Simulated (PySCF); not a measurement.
# TiH2: triplet, from a PBE0 minimum start

Where does triplet TiH2 go from a PBE0 minimum start, is the end point a minimum, and what are its modes, charges and moments?

Program: PySCF 2.14.0. Level of theory: PBE0, basis Ti def2-TZVP, H def2-TZVP, no relativity, density fitting. These are calculated values, not measurements.

## Step 1: Where the work starts

3 atoms, charge 0, spin multiplicity 3.

Bond lengths: Ti1–H2 1.757 Å, Ti1–H3 1.757 Å. Angles: H2–Ti1–H3 122.2°.

Coordinates in bohr (charge 0 multiplicity 3):
```
Ti   -0.0647    0.0000    0.0000
H     1.5394   -2.9072    0.0000
H     1.5394    2.9072    0.0000
```

## Step 2: First SCF at the start

One driver script runs all steps and calls PySCF; scf.py shows how it sets up the SCF of each step. The optimiser is the driver's own. After this first run the driver tries any further starts and a stability analysis.

scf.py

```python
from pyscf import gto, scf, dft
mol = gto.M(atom='''
Ti    -0.034240    -0.000000    -0.000000
H      0.814610    -1.538420    -0.000000
H      0.814610     1.538420     0.000000''',
    basis={'Ti': 'def2-TZVP', 'H': 'def2-TZVP'},
    charge=0, spin=2)
mf = dft.UKS(mol, xc='PBE0')
mf.grids.atom_grid = (50, 194)
aux = {'Ti': 'def2-universal-JKFIT', 'H': 'def2-universal-JKFIT'}
mf = mf.density_fit(auxbasis=aux)
mf.conv_tol = 1e-08
mf.diis_space = 10
mf.max_cycle = 60
mf.init_guess = 'minao'
mf.verbose = 4
mf.kernel()
```

Launch:

```
OMP_NUM_THREADS=2 python axn.py task.json out
```

After this run come: Relaxing the triplet from the PBE0 minimum start; Hessian and properties.

Q: Predict the outcome of this session. Wanted: minimum; geometry; wavenumbers; dipole moment; highest occupied, lowest empty level; polar-tensor charge of Ti1; zero-point energy; atomisation energy; ⟨S²⟩.

**Answer**, as computed:

| quantity | value |
| --- | --- |
| minimum | triplet, C2v |
| geometry | Ti–H 1.757 Å (×2); H–Ti–H 122.2° |
| wavenumbers (cm⁻¹) | 570 (a1), 1588 (b2), 1598 (a1) |
| dipole moment | 3.32 D |
| highest occupied, lowest empty level (either spin) | -5.57, -1.81 eV |
| polar-tensor charge of Ti1 | +0.93 e |
| zero-point energy | 22.5 kJ/mol |
| entropy at 298.15 K | 227.1 J/(mol K) |
| atomisation energy (no zero-point energy) | 513 kJ/mol |
| ⟨S²⟩ | 2.019 |

**Reading.** The molecule stays C2v, as typed, and the end point is a minimum. In the infrared the band at 1588 cm⁻¹ (b2, stretch) leads. Most of the spin sits on Ti1 (Mulliken spin 2.19, against 2 for the whole molecule). The first SCF alone would have been 71 kJ/mol too high. Only this shape and spin were tried, so other structures or states may lie lower. Open d and f shells are described by one determinant, and the ground state may have another occupation or spin.
